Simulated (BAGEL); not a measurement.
# [BNH4O2]+ (SMILES [NH2+]B(O)O): ROHF/cc-pVDZ (density fitting with qzvpp-jkfit)

Aim: the energy change on altering one bond length of [BNH4O2]+ at ROHF/cc-pVDZ (density fitting with qzvpp-jkfit), from 2 runs. 

The calculation is run with BAGEL 1.2.2.

6 further runs of the same task are left out: 4 that didn't finish, 2 set aside as unsound or not needed.

## Step 1: The molecule

The species is [BNH4O2]+ (8 atoms), meant as a doublet with charge +1. SMILES: `[NH2+]B(O)O`. The coordinates come from a GFN2-xTB relaxation. This is one conformer, not always the lowest.

Bond lengths: N1–B2 1.463 Å, B2–O3 1.330 Å, B2–O4 1.344 Å, N1–H5 1.017 Å, N1–H6 1.015 Å, O3–H7 0.961 Å, O4–H8 0.966 Å. Angles: N1–B2–O3 124.2°, N1–B2–O4 112.7°, O3–B2–O4 123.0°, B2–N1–H5 119.2°, B2–N1–H6 126.2°, B2–O3–H7 126.5°, B2–O4–H8 120.6°, H5–N1–H6 114.5°.

## Step 2: A single-point energy at ROHF/cc-pVDZ (density fitting with qzvpp-jkfit)

The input, job.json:

```json
{ "bagel" : [

{
  "title" : "molecule",
  "basis" : "cc-pvdz.json",
  "df_basis" : "qzvpp-jkfit",
  "angstrom" : true,
  "geometry" : [
    { "atom" : "N", "xyz" : [      -0.570470,       1.019260,      -0.132130 ] },
    { "atom" : "B", "xyz" : [       0.081700,      -0.277950,       0.047760 ] },
    { "atom" : "O", "xyz" : [       1.375800,      -0.500400,      -0.162470 ] },
    { "atom" : "O", "xyz" : [      -0.769100,      -1.234940,       0.457390 ] },
    { "atom" : "H", "xyz" : [      -1.564340,       1.106590,       0.063170 ] },
    { "atom" : "H", "xyz" : [      -0.122090,       1.880450,      -0.429380 ] },
    { "atom" : "H", "xyz" : [       2.024690,       0.141740,      -0.461290 ] },
    { "atom" : "H", "xyz" : [      -0.456180,      -2.134760,       0.616960 ] }
  ]
},

{ "title" : "rohf", "charge" : 1, "nopen" : 1 },

{ "title" : "print", "file" : "orbitals.molden", "orbitals" : true }

]}
```

The basis set cc-pVDZ is read from a file made from the Basis Set Exchange's data (not shown).

On the command line:

```
BAGEL_NUM_THREADS=1 BAGEL job.json > job.out
```

Log:

```text
* using 1 threads per process

  ===============================================================
  ===============================================================

  *** Geometry ***

  { "atom" : "N", "xyz" : [     -1.078032,      1.926122,     -0.249690 ] },
  { "atom" : "B", "xyz" : [      0.154391,     -0.525249,      0.090253 ] },
  { "atom" : "O", "xyz" : [      2.599885,     -0.945619,     -0.307024 ] },
  { "atom" : "O", "xyz" : [     -1.453388,     -2.333698,      0.864342 ] },
  { "atom" : "H", "xyz" : [     -2.956174,      2.091152,      0.119374 ] },
  { "atom" : "H", "xyz" : [     -0.230717,      3.553535,     -0.811411 ] },
  { "atom" : "H", "xyz" : [      3.826110,      0.267850,     -0.871712 ] },
  { "atom" : "H", "xyz" : [     -0.862055,     -4.034112,      1.165885 ] },

  Number of auxiliary basis functions:      378

  Since a DF basis is specified, we compute 2- and 3-index integrals:
    o Being stored without compression. Storage requirement is 0.017 GB

  Number of basis functions:       76
  Number of electrons      :       32

    * METHOD: MOLECULE                             0.13

  *** Open-shell HF ***

  === Nuclear Repulsion ===
   116.7431987763

      * DIIS with orbital gradients will be used.

  === ROHF iteration (cc-pvdz.json) ===
      0       -230.78332030          0.03865833           0.06
      1       -230.96807760          0.02508577           0.07
      2       -231.01773377          0.01435807           0.06
      3       -231.04676509          0.00122615           0.06
      4       -231.04702504          0.00027751           0.06
      5       -231.04708575          0.00009162           0.07
      6       -231.04709551          0.00002048           0.06
      7       -231.04710043          0.00000887           0.07
      8       -231.04710077          0.00000410           0.07
      9       -231.04710089          0.00000141           0.07
     10       -231.04710093          0.00000062           0.06
     11       -231.04710093          0.00000033           0.07
     12       -231.04710093          0.00000019           0.07
     13       -231.04710093          0.00000009           0.06
     14       -231.04710093          0.00000005           0.07
     15       -231.04710093          0.00000002           0.07
     16       -231.04710093          0.00000001           0.07
    * SCF iteration converged.

    * S^2 (ROHF) is 0.7500

    * Permanent dipole moment:
           (    0.328386,    -2.061117,     0.431295) a.u.

    * METHOD: ROHF                                 1.21

    * METHOD: PRINT                                0.01

  ===============================================================
```

Wall time 1.5 s (1 thread of Arm Neoverse V2, shared host); peak memory 0.085 GiB.

## Step 3: The distorted shape, same level

The input, input.json:

```json
{ "bagel": [

{
  "title": "molecule",
  "basis": "cc-pvdz.json",
  "df_basis": "qzvpp-jkfit",
  "angstrom": "true",
  "geometry": [
    { "atom": "N", "xyz": [      -0.073488,       0.975591,      -0.229789 ] },
    { "atom": "B", "xyz": [       0.578682,      -0.321619,      -0.049899 ] },
    { "atom": "O", "xyz": [       1.872782,      -0.544069,      -0.260129 ] },
    { "atom": "O", "xyz": [      -0.272118,      -1.278609,       0.359731 ] },
    { "atom": "H", "xyz": [      -1.564340,       1.106590,       0.063170 ] },
    { "atom": "H", "xyz": [       0.374892,       1.836781,      -0.527039 ] },
    { "atom": "H", "xyz": [       2.521672,       0.098071,      -0.558949 ] },
    { "atom": "H", "xyz": [       0.040802,      -2.178429,       0.519301 ] }
  ]
},

{ "title": "rohf", "charge": 1, "nopen": 1 },

{ "title": "print", "file": "orbitals.molden", "orbitals": "true" }

]}
```

The basis set cc-pVDZ is read from a file made from the Basis Set Exchange's data (not shown).

On the command line:

```
BAGEL_NUM_THREADS=1 BAGEL input.json > input.out
```

Log:

```text
* using 1 threads per process

  ===============================================================
  ===============================================================

  *** Geometry ***

  { "atom" : "N", "xyz" : [     -0.138872,      1.843600,     -0.434238 ] },
  { "atom" : "B", "xyz" : [      1.093550,     -0.607772,     -0.094295 ] },
  { "atom" : "O", "xyz" : [      3.539045,     -1.028141,     -0.491573 ] },
  { "atom" : "O", "xyz" : [     -0.514228,     -2.416221,      0.679793 ] },
  { "atom" : "H", "xyz" : [     -2.956174,      2.091152,      0.119374 ] },
  { "atom" : "H", "xyz" : [      0.708443,      3.471013,     -0.995959 ] },
  { "atom" : "H", "xyz" : [      4.765269,      0.185327,     -1.056261 ] },
  { "atom" : "H", "xyz" : [      0.077105,     -4.116634,      0.981337 ] },

  Number of auxiliary basis functions:      378

  Since a DF basis is specified, we compute 2- and 3-index integrals:
    o Being stored without compression. Storage requirement is 0.017 GB

  Number of basis functions:       76
  Number of electrons      :       32

    * METHOD: MOLECULE                             0.13

  *** Open-shell HF ***

  === Nuclear Repulsion ===
   114.9418551074

      * DIIS with orbital gradients will be used.

  === ROHF iteration (cc-pvdz.json) ===
      0       -230.68325506          0.03891965           0.07
      1       -230.87514798          0.02518250           0.07
      2       -230.92689101          0.01426490           0.07
      3       -230.95597511          0.00129181           0.07
      4       -230.95627333          0.00036601           0.06
      5       -230.95632946          0.00009740           0.07
      6       -230.95633871          0.00002070           0.07
      7       -230.95634138          0.00000943           0.06
      8       -230.95634179          0.00000301           0.07
      9       -230.95634196          0.00000132           0.07
     10       -230.95634199          0.00000055           0.07
     11       -230.95634199          0.00000035           0.06
     12       -230.95634199          0.00000021           0.07
     13       -230.95634199          0.00000008           0.06
     14       -230.95634199          0.00000004           0.07
     15       -230.95634199          0.00000002           0.06
     16       -230.95634199          0.00000001           0.06
     17       -230.95634199          0.00000001           0.07
    * SCF iteration converged.

    * S^2 (ROHF) is 0.7500

    * Permanent dipole moment:
           (    0.826015,    -2.134019,     0.340352) a.u.

    * METHOD: ROHF                                 1.28

    * METHOD: PRINT                                0.01

  ===============================================================
```

It took 1.6 s on 1 thread of Arm Neoverse V2, shared host; peak memory 0.083 GiB.

## Step 4: What came out

At ROHF/cc-pVDZ (density fitting with qzvpp-jkfit):

| quantity | value |
| --- | --- |
| first shape: total energy | -231.04710 Eh |
| first shape: ⟨S²⟩ | 0.750 |
| distorted shape: total energy | -230.95634 Eh |
| distorted shape: ⟨S²⟩ | 0.750 |
| energy change with the N1–H5 bond stretched from 1.017 to 1.525 Å | 2.470 eV |

With the N1–H5 bond stretched from 1.017 to 1.525 Å the energy rises by 2.47 eV (57 kcal/mol). The first shape isn't relaxed at this level, so the change isn't measured from a minimum.
